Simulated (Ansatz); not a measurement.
# In3As (Pm-3m) in Ansatz: a series of runs

The runs below take In3As through single point, with PBEsol.

All numbers are computed with Ansatz 0.2.0; they aren't measurements. Logs are shortened: lines on timing, memory, paths and dates and some standing lists are left out, and cuts for length are marked.

## 1. The structure

It takes space group Pm-3m (No. 221, cubic). The conventional cell has a = 4.672 Å, b = 4.672 Å, c = 4.672 Å, α = 90.00°, β = 90.00°, γ = 90.00°. Around In (site symmetry 4/mmm) lie 8 In at 3.30 Å and 4 As at 3.30 Å. Around As (site symmetry m-3m) lie 12 In at 3.30 Å.

The cell comes from a database or a generator and needn't be the stable form of this composition.

## 2. Single point, PBEsol, 23.96 Å³/atom (volume scaled by 0.94)

input.yaml reads:

```yaml
crystal:
  lattice:
    - [4.576313812, 0.0, 0.0]
    - [0.0, 4.576313812, 0.0]
    - [0.0, 0.0, 4.576313812]
  atoms:
    - { symbol: In, position: [0.5, 0.5, 0.0] }
    - { symbol: In, position: [0.5, 0.0, 0.5] }
    - { symbol: In, position: [0.0, 0.5, 0.5] }
    - { symbol: As, position: [0.0, 0.0, 0.0] }
kpoints:
  mp_grid: { grid: [6, 6, 6] }
scf:
  occupations: { method: fermi_dirac, width: 0.05 }
hamiltonian:
  xc: pbesol
  pseudopotentials: { kind: all_electron, lapw: { basis_error: 0.001 } }
output:
  forces: true
  stress: true
  eigenvalues: true
```

Potentials or basis: all-electron LAPW, scalar-relativistic.

On the command line:

```
$ ansatz run input.yaml --threads 2 --pin off --max-ram 8192MiB --backend cpu --events-out ev --progress --plain --runs-dir out
```

What it wrote:

```text
Warning: RAYON_NUM_THREADS=2 ignored (pool sized by the plan → 2); use --threads N
LAPW: plane waves up to 6.895 Å⁻¹, error target 1.0e-3 eV per atom; small_component_spin mean_spin; As in spheres of 1.618 Å, 23 of its electrons in bands, Dirac shells []; In in spheres of 1.618 Å, 21 of its electrons in bands, Dirac shells [] (how accurate: hamiltonian.pseudopotentials.lapw.basis_error, Limitations)
Engine: ansatz 0.2.0, aarch64-unknown-linux-gnu
Pseudopotentials: kind: all_electron
Pseudopotential: In, LAPW, valence charge 21, lapw/all_electron/scalar/gaussian/In, Koelling and Harmon's equation, gaussian nucleus
Pseudopotential: As, LAPW, valence charge 23, lapw/all_electron/scalar/gaussian/As, Koelling and Harmon's equation, gaussian nucleus
Functional definition: PBEsol
  exchange = pbesol_x
  correlation = pbesol_c
Crystal: 4 atoms, lattice volume = 95.840 Å³
Basis set: ecut = 181.1424031676845 eV, 515 PW (Γ), exchange–correlation at level 2
Bands: 52, of which v1, the nominal top of the filled ones, is band 43 counted from 1 (42 counted from 0)
Symmetry: 48 space group operations
Space group: Pm-3m (ITA 221), of the structure as read, at distance tolerance 4.6e-5 Å
k-points: 20 of 216
Non-local potential: In, projectors of the file, none
Non-local potential: As, projectors of the file, none
Initial density: superposition of atomic densities (chi_scale 0.1, normalization cell, long waves kept (reshape's long-wave potential 0.01 eV rms))
Initial wavefunctions: plane waves of lowest kinetic energy (no species holds an atomic orbital)
Functional: x = pbesol(κ = 0.804, μ = 0.12345679012345678), c = pbesol(β = 0.046)
iter 1 solved again at ethr=4.41e-4 eV; its pass at ethr=1.00e-1 eV (dr2=3.79e-1 eV) is discarded
SCF iter   1: F=—  HF=-541401.409672 eV  |F-HF|=—  |Δ(HF+E_count)|=         —  Δρ=1.18e-2  dr2=3.79e-1  ethr=4.41e-4  ⟨swp⟩=2.8  Hψ=6570  notcnv=0
preconditioner: auto → Kerker (q_TF=auto, 2.679 Å⁻¹)  [metal: Δε(μ)=0.101 eV  Ē_g=15.241 eV  σ=0.050 eV  W_gap=0.44  n_scr=26 (ndim 8)  ℏωp=25.2 eV  f_vac=0.000  D(μ)=1.71/eV (n_scr^D=6)]
SCF iter   2: F=—  HF=-541401.222101 eV  |F-HF|=—  |Δ(HF+E_count)|=   1.88e-1  Δρ=5.38e-3  dr2=7.41e-2  ethr=4.41e-4  ⟨swp⟩=2.0  Hψ=3340  notcnv=0
SCF iter   3: F=—  HF=-541401.207623 eV  |F-HF|=—  |Δ(HF+E_count)|=   1.45e-2  Δρ=3.99e-3  dr2=4.58e-2  ethr=8.61e-5  ⟨swp⟩=2.0  Hψ=3170  notcnv=0
SCF iter   4: F=—  HF=-541401.199630 eV  |F-HF|=—  |Δ(HF+E_count)|=   7.99e-3  Δρ=1.53e-3  dr2=6.82e-3  ethr=5.33e-5  ⟨swp⟩=2.0  Hψ=3168  notcnv=0
SCF iter   5: F=—  HF=-541401.200396 eV  |F-HF|=—  |Δ(HF+E_count)|=   7.66e-4  Δρ=5.61e-4  dr2=1.09e-3  ethr=7.93e-6  ⟨swp⟩=2.0  Hψ=3167  notcnv=0
iter 6 solved again at ethr=1.20e-7 eV; its pass at ethr=1.26e-6 eV (dr2=1.03e-4 eV) is discarded
SCF iter   6: F=—  HF=-541401.199318 eV  |F-HF|=—  |Δ(HF+E_count)|=   1.08e-3  Δρ=2.57e-4  dr2=1.03e-4  ethr=1.20e-7  ⟨swp⟩=2.0  Hψ=5294  notcnv=0
SCF iter   7: F=—  HF=-541401.199289 eV  |F-HF|=—  |Δ(HF+E_count)|=   2.96e-5  Δρ=1.41e-4  dr2=3.55e-5  ethr=1.20e-7  ⟨swp⟩=2.0  Hψ=3167  notcnv=0
SCF iter   8: F=—  HF=-541401.199286 eV  |F-HF|=—  |Δ(HF+E_count)|=   3.01e-6  Δρ=4.22e-5  dr2=3.83e-6  ethr=4.13e-8  ⟨swp⟩=2.0  Hψ=3167  notcnv=0
SCF iter   9: F=—  HF=-541401.199285 eV  |F-HF|=—  |Δ(HF+E_count)|=   6.27e-7  Δρ=1.61e-5  dr2=4.65e-7  ethr=4.45e-9  ⟨swp⟩=2.0  Hψ=3167  notcnv=0
SCF iter  10: F=-541401.199285 eV  HF=-541401.199285 eV  |F-HF|=7.00e-8  |Δ(HF+E_count)|=   8.61e-8  Δρ=4.65e-6  dr2=6.00e-8  ethr=5.40e-10  ⟨swp⟩=2.0  Hψ=3167  notcnv=0
SCF 1 converged in 10 iterations: F = -541401.199285 eV  dr2 = 6.00e-8
SCF converged after 10 iterations
Free energy (F): -541401.199285 eV
Harris-Foulkes:  -541401.199285 eV  (|F-HF|=7.00e-8)
Internal energy: -541401.182110 eV  (E = F + TS)
E sigma→0 (E₀):  -541401.190697 eV
Entropy (-TS):   -0.017175 eV (-4.294 meV/atom)
Fermi energy:    13.415381 eV
--- Per-component energies (eV) ---
  E_band       = -2848.724506
  E_kinetic    = 566540.816660
  E_xc         = -15076.419189
  E_electrostatic = -1092865.579581  (all electrons and nuclei)
  E_smearing   = -0.017175  (= −TS)
  E_closure    = 0.000000  (closes the sum)
  E_atoms      = -541387.511112  (free atoms, spherical and without spin; not in F)
  Σ components = -541401.199285   (vs F -541401.199285, Δ=0.00e0)
  Basis errors (estimates in eV, not in F): energy 1.7e-4 per atom: plane waves 1.6e-4 (8.0e-5 summed), levels above the bands 3.7e-67, relativity 1.4e-8, radial functions 6.0e-6, core shells 1.3e-9; eigenvalues (radial functions only) 8.9e-7; not estimated: angular momenta, meshes, grids; target (lapw.basis_error) 1.0e-3; muffin-tin radii As 1.618 Å, In 1.618 Å
--- Forces (eV/Å), atoms counted from 1 ---
  atom   1  In    -0.00000000    -0.00000000    -0.00000000
  atom   2  In    -0.00000000    -0.00000000     0.00000000
  atom   3  In     0.00000000     0.00000000    -0.00000000
  atom   4  As    -0.00000000    -0.00000000     0.00000000
  max |Σ_I F_I| component: 6.74e-31 eV/Å
--- Stress (GPa, compression-positive) ---
        0.367476       0.000000       0.000000
        0.000000       0.367476       0.000000
        0.000000       0.000000       0.367476
  P = ⅓ Tr σ = 0.3675 GPa (3.675 kbar)
--- Band table (eV; the first three rows and the last of 20) ---
  k-point 0: bands = ["-171.2611", "-114.8213", "-114.8213", "-114.8213", "-101.7221", "-101.7213", "-101.7213", "-60.2568", "-60.2568", "-60.2568", "-60.2391", "-60.2391", "-60.2391", "-60.2390", "-60.2390", "-60.2390", "-22.0561", "-22.0561", "-22.0561", "-22.0560", "-22.0560", "-1.2797", "-1.2525", "-1.2525", "-1.2525", "-1.0563", "-1.0563", "-0.8589", "-0.8589", "-0.8589", "-0.7785", "-0.7785", "-0.6611", "-0.6196", "-0.6196", "-0.6196", "1.8533", "7.1584", "10.3196", "10.3196", "10.3196", "11.6250", "11.6250", "15.5794", "15.5794", "15.5794", "18.1262", "18.1262", "18.1262", "19.6231", "20.8614", "20.8614"]
  k-point 1: bands = ["-171.2611", "-114.8213", "-114.8213", "-114.8213", "-101.7220", "-101.7214", "-101.7213", "-60.2567", "-60.2567", "-60.2566", "-60.2392", "-60.2392", "-60.2392", "-60.2391", "-60.2390", "-60.2390", "-22.0561", "-22.0561", "-22.0561", "-22.0560", "-22.0560", "-1.2468", "-1.2459", "-1.2169", "-1.2169", "-1.0512", "-1.0312", "-0.8656", "-0.8631", "-0.8631", "-0.8024", "-0.7779", "-0.6814", "-0.6655", "-0.6655", "-0.6196", "1.9936", "6.7639", "9.5012", "10.5449", "10.5449", "11.7663", "13.1163", "15.1213", "15.2053", "15.2053", "16.9602", "17.6761", "17.6761", "20.3491", "20.9805", "21.5771"]
  k-point 2: bands = ["-171.2611", "-114.8213", "-114.8213", "-114.8213", "-101.7219", "-101.7215", "-101.7213", "-60.2564", "-60.2564", "-60.2561", "-60.2397", "-60.2394", "-60.2394", "-60.2391", "-60.2390", "-60.2390", "-22.0561", "-22.0561", "-22.0561", "-22.0560", "-22.0559", "-1.2320", "-1.1655", "-1.1179", "-1.1179", "-1.0382", "-0.9682", "-0.8797", "-0.8784", "-0.8784", "-0.8696", "-0.7781", "-0.7781", "-0.7781", "-0.7333", "-0.6195", "2.3491", "5.8496", "9.1224", "11.1598", "11.1598", "12.1394", "13.6894", "14.0860", "14.0860", "15.4779", "16.2239", "17.8647", "17.8647", "20.9248", "20.9248", "20.9505"]
  k-point 19: bands = ["-171.2611", "-114.8213", "-114.8213", "-114.8213", "-101.7216", "-101.7216", "-101.7216", "-60.2624", "-60.2525", "-60.2525", "-60.2428", "-60.2428", "-60.2428", "-60.2363", "-60.2363", "-60.2363", "-22.0562", "-22.0562", "-22.0562", "-22.0557", "-22.0557", "-1.2097", "-1.1350", "-1.1350", "-1.1350", "-1.0580", "-1.0580", "-1.0580", "-0.8411", "-0.8411", "-0.8411", "-0.8027", "-0.8027", "-0.6595", "-0.6595", "-0.6595", "3.6498", "9.1468", "9.1468", "9.1468", "9.1567", "9.1567", "9.1567", "9.7894", "18.4179", "18.4179", "18.4179", "22.6363", "22.6363", "23.0036", "23.0036", "23.0036"]
```

Wall time 10 s (2 threads of Arm Neoverse V2, shared host); peak memory 0.4 GiB.

Results:

```yaml
Free_energy: -541401.1993 eV
Pressure: 0.4 GPa
Band_gap_on_the_k_mesh: none (metal or under the smearing width)
```

## 3. Single point, PBEsol, 24.47 Å³/atom (volume scaled by 0.96)

Edit input.yaml of step 2 so:

```diff
@@ -2,5 +2,5 @@
   lattice:
-    - [4.576313812, 0.0, 0.0]
-    - [0.0, 4.576313812, 0.0]
-    - [0.0, 0.0, 4.576313812]
+    - [4.6085424358, 0.0, 0.0]
+    - [0.0, 4.6085424358, 0.0]
+    - [0.0, 0.0, 4.6085424358]
   atoms:
```

Potentials or basis: all-electron LAPW, scalar-relativistic.

On the command line:

```
$ ansatz run input.yaml --threads 2 --pin off --max-ram 8192MiB --backend cpu --events-out ev --progress --plain --runs-dir out
```

It took 9.9 s on 2 threads of Arm Neoverse V2, shared host; peak memory 0.4 GiB.

Results (log left out):

```yaml
Free_energy: -541401.1972 eV
Pressure: -0.7 GPa
Band_gap_on_the_k_mesh: none (metal or under the smearing width)
```

## 4. Single point, PBEsol, 24.98 Å³/atom (volume scaled by 0.98)

Edit input.yaml of step 3 so:

```diff
@@ -2,5 +2,5 @@
   lattice:
-    - [4.6085424358, 0.0, 0.0]
-    - [0.0, 4.6085424358, 0.0]
-    - [0.0, 0.0, 4.6085424358]
+    - [4.6403264915, 0.0, 0.0]
+    - [0.0, 4.6403264915, 0.0]
+    - [0.0, 0.0, 4.6403264915]
   atoms:
```

On the command line:

```
$ ansatz run input.yaml --threads 2 --pin off --max-ram 8192MiB --backend cpu --events-out ev --progress --plain --runs-dir out
```

Run time: 9.2 s. Hardware: 2 threads of Arm Neoverse V2, shared host; peak memory 0.4 GiB.

It converged, with:

```
Free energy            : -541401.1829 eV
Pressure               : -1.6 GPa
Band gap on the k mesh : none (metal or under the smearing width)
```

## 5. Single point, PBEsol, 25.49 Å³/atom

Edit input.yaml of step 4 so:

```diff
@@ -2,5 +2,5 @@
   lattice:
-    - [4.6403264915, 0.0, 0.0]
-    - [0.0, 4.6403264915, 0.0]
-    - [0.0, 0.0, 4.6403264915]
+    - [4.671681, 0.0, 0.0]
+    - [0.0, 4.671681, 0.0]
+    - [0.0, 0.0, 4.671681]
   atoms:
```

On the command line:

```
$ ansatz run input.yaml --threads 2 --pin off --max-ram 8192MiB --backend cpu --events-out ev --progress --plain --runs-dir out
```

Run time: 8.7 s. Hardware: 2 threads of Arm Neoverse V2, shared host; peak memory 0.39 GiB.

The run converged. Its results:

- Free energy: -541401.1575 eV
- Pressure: -2.4 GPa
- Band gap on the k mesh: none (metal or under the smearing width)

## 6. Single point, PBEsol, 26.00 Å³/atom (volume scaled by 1.02)

Edit input.yaml of step 5 so:

```diff
@@ -2,5 +2,5 @@
   lattice:
-    - [4.671681, 0.0, 0.0]
-    - [0.0, 4.671681, 0.0]
-    - [0.0, 0.0, 4.671681]
+    - [4.7026201864, 0.0, 0.0]
+    - [0.0, 4.7026201864, 0.0]
+    - [0.0, 0.0, 4.7026201864]
   atoms:
```

Potentials or basis: all-electron LAPW, scalar-relativistic.

On the command line:

```
$ ansatz run input.yaml --threads 2 --pin off --max-ram 8192MiB --backend cpu --events-out ev --progress --plain --runs-dir out
```

Run time: 8.5 s. Hardware: 2 threads of Arm Neoverse V2, shared host; peak memory 0.39 GiB.

It converged, with:

| Property | Result |
| --- | --- |
| Free energy | -541401.1226 eV |
| Pressure | -3.1 GPa |
| Band gap on the k mesh | none (metal or under the smearing width) |

## 7. Single point, PBEsol, 26.51 Å³/atom (volume scaled by 1.04)

Edit input.yaml of step 6 so:

```diff
@@ -2,5 +2,5 @@
   lattice:
-    - [4.7026201864, 0.0, 0.0]
-    - [0.0, 4.7026201864, 0.0]
-    - [0.0, 0.0, 4.7026201864]
+    - [4.7331575368, 0.0, 0.0]
+    - [0.0, 4.7331575368, 0.0]
+    - [0.0, 0.0, 4.7331575368]
   atoms:
```

On the command line:

```
$ ansatz run input.yaml --threads 2 --pin off --max-ram 8192MiB --backend cpu --events-out ev --progress --plain --runs-dir out
```

Wall time 8.7 s (2 threads of Arm Neoverse V2, shared host); peak memory 0.39 GiB.

Results (log left out):

```
Free energy            : -541401.0791 eV
Pressure               : -3.7 GPa
Band gap on the k mesh : none (metal or under the smearing width)
```

## 8. Single point, PBEsol, 27.02 Å³/atom (volume scaled by 1.06)

Edit input.yaml of step 7 so:

```diff
@@ -2,5 +2,5 @@
   lattice:
-    - [4.7331575368, 0.0, 0.0]
-    - [0.0, 4.7331575368, 0.0]
-    - [0.0, 0.0, 4.7331575368]
+    - [4.7633058499, 0.0, 0.0]
+    - [0.0, 4.7633058499, 0.0]
+    - [0.0, 0.0, 4.7633058499]
   atoms:
```

On the command line:

```
$ ansatz run input.yaml --threads 2 --pin off --max-ram 8192MiB --backend cpu --events-out ev --progress --plain --runs-dir out
```

Wall time 8.5 s (2 threads of Arm Neoverse V2, shared host); peak memory 0.39 GiB.

It converged, with:

```yaml
Free_energy: -541401.0281 eV
Pressure: -4.3 GPa
Band_gap_on_the_k_mesh: none (metal or under the smearing width)
```
